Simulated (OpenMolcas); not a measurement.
# C2H8OSi (SMILES CC[SiH2]O): a chain of runs

Aim: a series of 9 runs (UHF/cc-pVDZ, CASSCF(2,2)/cc-pVDZ, CASPT2(2,2)/cc-pVDZ, CASPT2[IPEA 0](2,2)/cc-pVDZ, SC-NEVPT2(2,2)/cc-pVDZ, PC-NEVPT2(2,2)/cc-pVDZ, MC-PDFT[tPBE](2,2)/cc-pVDZ, MC-PDFT[ftPBE](2,2)/cc-pVDZ, and more) of C2H8OSi. 

The results are computed with OpenMolcas 26.06.

### Step 1. The structure to begin with

C2H8OSi has 12 atoms, charge 0, and is taken as a singlet. SMILES: `CC[SiH2]O`. The C1–C2 distance was set to 2.748 Å, away from the relaxed value. At this shape a bond of the SMILES string is far longer than usual.

Bond lengths: C2–Si3 1.868 Å, Si3–O4 1.653 Å, C1–H5 1.094 Å, C1–H6 1.093 Å, C1–H7 1.093 Å, C2–H8 1.096 Å, C2–H9 1.097 Å, Si3–H10 1.494 Å, Si3–H11 1.484 Å, O4–H12 0.957 Å. Some angles: C2–Si3–O4 112.4°, C2–Si3–H10 108.7°, C2–Si3–H11 110.7°, O4–Si3–H10 109.8°, O4–Si3–H11 105.6°, Si3–C2–H8 108.4°, Si3–C2–H9 107.5°, Si3–O4–H12 117.6°, H10–Si3–H11 109.7°, H8–C2–H9 106.1°.

### Step 2. A single-point energy at UHF/cc-pVDZ (run 1)

Input file step1.input:

```
* C2H8OSi Hartree-Fock
>>> EXPORT MOLCAS_PRINT=2

&GATEWAY
  BasLib=$CurrDir
  Coord
  12
  angstrom
  C       -2.477139      -0.091016      -0.771212
  C       -0.193100      -0.595200       0.670600
  Si       1.348100       0.138200      -0.088600
  O        1.258000       1.782700      -0.229600
  H       -2.399839      -0.477216      -1.791612
  H       -2.674239       0.982384      -0.839512
  H       -3.356539      -0.551216      -0.314012
  H       -0.292100      -0.210900       1.691700
  H       -0.031100      -1.675800       0.767200
  H        1.555800      -0.473500      -1.435500
  H        2.530600      -0.124900       0.769100
  H        0.748100       2.137600      -0.957900
  Basis=cc-pVDZ
  Group=NoSym

&SEWARD

&SCF
  UHF
  Scramble=0.25
  PrOrbitals=1 1
```

The basis set cc-pVDZ is read from a file made from the Basis Set Exchange's data (not shown).

The run is started by

```console
$ export MOLCAS_MEM=1860
$ pymolcas step1.input > step1.log
```

The program printed:

```text
--- Start Module: gateway ---
[...]
--- Stop Module: gateway /rc=_RC_ALL_IS_WELL_ ---
--- Start Module: seward ---
[...]
      Basis functions          100
--- Stop Module: seward /rc=_RC_ALL_IS_WELL_ ---
[...]
--- Start Module: scf ---
[...]
       Convergence after  31 Iterations
[...]
::    Total SCF energy                               -444.1145450994
[...]
      Total spin, S                                     0.5569598230
[...]
      Total electronic charge=   42.000000
      Total            charge=   -0.000000
[...]
      Dipole Moment (debye):
      Origin of the operator (angstrom)=    0.2873    0.3123   -0.1248
                   X= -1.3749E+00               Y= -4.7771E-01               Z= -7.9789E-01           Total=  1.6598E+00
      Quadrupole Moment (debye*angstrom):
[...]
--- Stop Module: scf /rc=_RC_ALL_IS_WELL_ ---
[...]
```

Run time: 25 s. Hardware: 1 thread of AMD EPYC 7R43 (Zen 3), shared host; peak memory 0.55 GiB.

### Step 3. A single-point energy at CASSCF(2,2)/cc-pVDZ (run 2)

Input file step2.inp:

```
&GATEWAY
  BASLIB=$CurrDir
  COORD
  12
  angstrom
  C       -2.477139      -0.091016      -0.771212
  C       -0.193100      -0.595200       0.670600
  Si       1.348100       0.138200      -0.088600
  O        1.258000       1.782700      -0.229600
  H       -2.399839      -0.477216      -1.791612
  H       -2.674239       0.982384      -0.839512
  H       -3.356539      -0.551216      -0.314012
  H       -0.292100      -0.210900       1.691700
  H       -0.031100      -1.675800       0.767200
  H        1.555800      -0.473500      -1.435500
  H        2.530600      -0.124900       0.769100
  H        0.748100       2.137600      -0.957900
  BASIS=cc-pVDZ
  GROUP=NoSym

&SEWARD

&RASSCF
  FILEORB=$CurrDir/step1.UnaOrb
  SPIN=1
  NACTEL=2 0 0
  INACTIVE=20
  RAS2=2
  ORBLISTING=Few
```

The basis set cc-pVDZ is read from a file made from the Basis Set Exchange's data (not shown).

The run is started by

```console
$ export MOLCAS_MEM=1860
$ pymolcas step2.inp > step2.log
```

The program printed:

```text
--- Start Module: gateway ---
[...]
--- Stop Module: gateway /rc=_RC_ALL_IS_WELL_ ---
--- Start Module: seward ---
[...]
      Basis functions          100
--- Stop Module: seward /rc=_RC_ALL_IS_WELL_ ---
[...]
--- Start Module: rasscf ---
[...]
      Number of active orbitals                  2
[...]
      Spin quantum number                      0.0
[...]
      Active orbitals                            2
[...]
      Number of CSFs                             3
[...]
      Number of root(s) required                 1
[...]
      Convergence after 10 iterations
[...]
      printout of CI-coefficients larger than  0.05 for root  1
      energy=    -444.128197
      conf/sym  11     Coeff  Weight
             1  20  -0.90870 0.82574
             3  02   0.41744 0.17426
      Natural orbitals and occupation numbers for root  1
      sym 1:   1.651479   0.348521
      ************************************************************************************************************************
      *                                                    Final results                                                     *
[...]
::    RASSCF root number  1 Total energy:   -444.12819684
[...]
      Total electronic charge=   42.000000
      Total            charge=   -0.000000
[...]
      Dipole Moment (debye):
      Origin of the operator (angstrom)=    0.2873    0.3123   -0.1248
                   X= -1.4055E+00               Y= -4.6843E-01               Z= -8.2554E-01           Total=  1.6960E+00
      Quadrupole Moment (debye*angstrom):
[...]
--- Stop Module: rasscf /rc=_RC_ALL_IS_WELL_ ---
[...]
```

Run time: 16 s. Hardware: 1 thread of AMD EPYC 7R43 (Zen 3), shared host; peak memory 0.56 GiB.

Runs 3 to 8 aren't shown in full; the table further down has their settings and results.

### Step 4. A single-point energy at MRCI(2,2)/cc-pVDZ (run 9)

Input file step9.inp:

```
* C2H8OSi MRCI
>>> EXPORT MOLCAS_PRINT=2

&gateway
  baslib = $CurrDir
  coord
  12
  angstrom
  C       -2.477139      -0.091016      -0.771212
  C       -0.193100      -0.595200       0.670600
  Si       1.348100       0.138200      -0.088600
  O        1.258000       1.782700      -0.229600
  H       -2.399839      -0.477216      -1.791612
  H       -2.674239       0.982384      -0.839512
  H       -3.356539      -0.551216      -0.314012
  H       -0.292100      -0.210900       1.691700
  H       -0.031100      -1.675800       0.767200
  H        1.555800      -0.473500      -1.435500
  H        2.530600      -0.124900       0.769100
  H        0.748100       2.137600      -0.957900
  basis = cc-pVDZ
  group = NoSym

&seward

&rasscf
  fileorb = $CurrDir/step2.RasOrb
  spin = 1
  nactel = 2 0 0
  inactive = 20
  ras2 = 2
  orblisting = Few

&motra
  lumorb
  frozen = 8

&guga
  electrons = 26
  spin = 1
  inactive = 12
  active = 2
  ciall = 1

&mrci
  sdci
```

The basis set cc-pVDZ is read from a file made from the Basis Set Exchange's data (not shown).

The run is started by

```console
$ export MOLCAS_MEM=1860
$ pymolcas step9.inp > step9.log
```

The program printed:

```text
--- Start Module: gateway ---
[...]
--- Stop Module: gateway /rc=_RC_ALL_IS_WELL_ ---
[...]
      Basis functions          100
[...]
      Number of active orbitals                  2
[...]
      Spin quantum number                      0.0
[...]
      Active orbitals                            2
[...]
      Number of CSFs                             3
[...]
      Number of root(s) required                 1
[...]
      Convergence after  4 iterations
[...]
      printout of CI-coefficients larger than  0.05 for root  1
      energy=    -444.128197
      conf/sym  11     Coeff  Weight
             1  20  -0.90870 0.82574
             3  02   0.41744 0.17426
      Natural orbitals and occupation numbers for root  1
      sym 1:   1.651480   0.348520
      ************************************************************************************************************************
      *                                                    Final results                                                     *
[...]
::    RASSCF root number  1 Total energy:   -444.12819684
[...]
      Dipole Moment (debye):
      Origin of the operator (angstrom)=    0.2873    0.3123   -0.1248
                   X= -1.4055E+00               Y= -4.6843E-01               Z= -8.2555E-01           Total=  1.6960E+00
      Quadrupole Moment (debye*angstrom):
[...]
      *** WARNING: Default frozen orbitals is overwritten by user input.
      *** Default values:   5
[...]
--- Start Module: guga ---
[...]
--- Stop Module: guga /rc=_RC_ALL_IS_WELL_ ---
--- Start Module: mrci ---
[...]
       (But an ACPF correction will be computed)
       USE THE DEFAULT ACPF G-VALUE GFAC=   7.6923076923076927E-002
[...]
                      CI ENERGY:  -444.64488075
[...]
                ACPF CORRECTION:    -0.07700128
[...]
      Total electronic charge=   42.000000
      Total            charge=    0.000000
[...]
     ACPF CORRECTION:     -0.07700128
[...]
  CI State   1     Total energy:   -444.64488075     QDav:     -0.08446706     QACPF:     -0.07700128
[...]
--- Stop Module: mrci /rc=_RC_ALL_IS_WELL_ ---
[...]
```

Run time: 68 s. Hardware: 1 thread of AMD EPYC 7R43 (Zen 3), shared host; peak memory 0.56 GiB.

### Step 5. The series

| run | level | scramble | active rule | energy (Eh) | dipole moment (D) of the reference | wall time |
| --- | --- | --- | --- | --- | --- | --- |
| 1 | UHF/cc-pVDZ | 0.25 | – | -444.114545 | 1.66 | 25 s |
| 2 | CASSCF(2,2)/cc-pVDZ | – | uhf natural orbitals | -444.128197 | 1.70 | 16 s |
| 3 | CASPT2(2,2)/cc-pVDZ | – | uhf natural orbitals | -444.676105 | 1.70 | 14 s |
| 4 | CASPT2[IPEA 0](2,2)/cc-pVDZ | – | uhf natural orbitals | -444.679716 | 1.70 | 15 s |
| 5 | SC-NEVPT2(2,2)/cc-pVDZ | – | uhf natural orbitals | -444.672720 | 1.70 | 13 s |
| 6 | PC-NEVPT2(2,2)/cc-pVDZ | – | uhf natural orbitals | -444.672853 | 1.70 | 13 s |
| 7 | MC-PDFT[tPBE](2,2)/cc-pVDZ | – | uhf natural orbitals | -445.238170 | 1.70 | 14 s |
| 8 | MC-PDFT[ftPBE](2,2)/cc-pVDZ | – | uhf natural orbitals | -445.372413 | 1.70 | 14 s |
| 9 | MRCI(2,2)/cc-pVDZ | – | uhf natural orbitals | -444.644881 | 1.70 | 68 s |

### Step 6. Summary of results

| quantity | value |
| --- | --- |
| run 9, MRCI(2,2)/cc-pVDZ: total energy | -444.64488 Eh |
| run 9, MRCI(2,2)/cc-pVDZ: dipole moment (CASSCF density) | 1.70 D |

What this shows: Below the UHF energy at the same shape and in the same basis (cc-pVDZ): CASSCF(2,2) -13.7 mEh; CASPT2(2,2) -561.6 mEh; CASPT2[IPEA 0](2,2) -565.2 mEh; SC-NEVPT2(2,2) -558.2 mEh; PC-NEVPT2(2,2) -558.3 mEh; MRCI(2,2) -530.3 mEh. Active-space methods hold only the correlation inside their space unless a perturbation or CI step follows. Spin contamination of the reference: run 1 ⟨S²⟩ = 0.87. Where it is this large, the reference is a mixture of spin states, and values that rest on it are in doubt. All runs together took 3.2 min, the longest 68 s.
